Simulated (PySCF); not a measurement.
# C7H4ClFO: the cost of one run

The runs use PySCF 2.14.0, with density-fitted response routines of our own; the level of theory stands in each step. All values are computed, except where a source is named. Atoms are numbered from 0 throughout.

## Step 1: Starting geometry

14 atoms, charge 0, multiplicity 1; geometry from: GFN2-xTB. The atoms were then displaced at random by about 0.01 Å, so the start is not that level's minimum.

Bonds of the start (Å): O0–C1 1.18, C1–Cl2 1.76, C1–C3 1.43, C3–C4 1.41, C4–C5 1.38, C5–C6 1.39, C6–C7 1.38, C7–F8 1.36, C7–C9 1.36, C9–C3 1.42, C4–H10 1.08, C5–H11 1.07, C6–H12 1.12, C9–H13 1.07.

## Step 2: Relaxing the molecule at PBE0-D3(BJ)/def2-TZVP

What the job is given:

```
{"job": {"xc": "PBE0", "basis": "def2-TZVP", "d3": "d3bj", "grid": 2, "shake": 0.01, "kind": "geom"}, "charge": 0, "multiplicity": 1}
O      2.934210     1.220070    -0.250800
C      2.309320     0.248070     0.007560
Cl     3.200710    -1.200070     0.454330
C      0.889660     0.084400     0.001860
C      0.089000     1.192960    -0.353940
C     -1.291290     1.126720    -0.373050
C     -1.916350    -0.067550    -0.052210
C     -1.139710    -1.158870     0.285900
F     -1.773780    -2.312540     0.619470
C      0.222030    -1.119380     0.336950
H      0.592300     2.115460    -0.580470
H     -1.866040     1.988410    -0.633610
H     -3.029180    -0.141290    -0.075840
H      0.771960    -1.991470     0.606090
```

Command:

```sh
$ OMP_NUM_THREADS=2 python probes_run.py task.json out
```

This one command runs all jobs of the session in turn.

Q: Estimate the wall time and peak memory of this first job on 2 threads of Intel Xeon at 2.50GHz, shared host.

About 20 min, with a peak of 2.6 GiB.
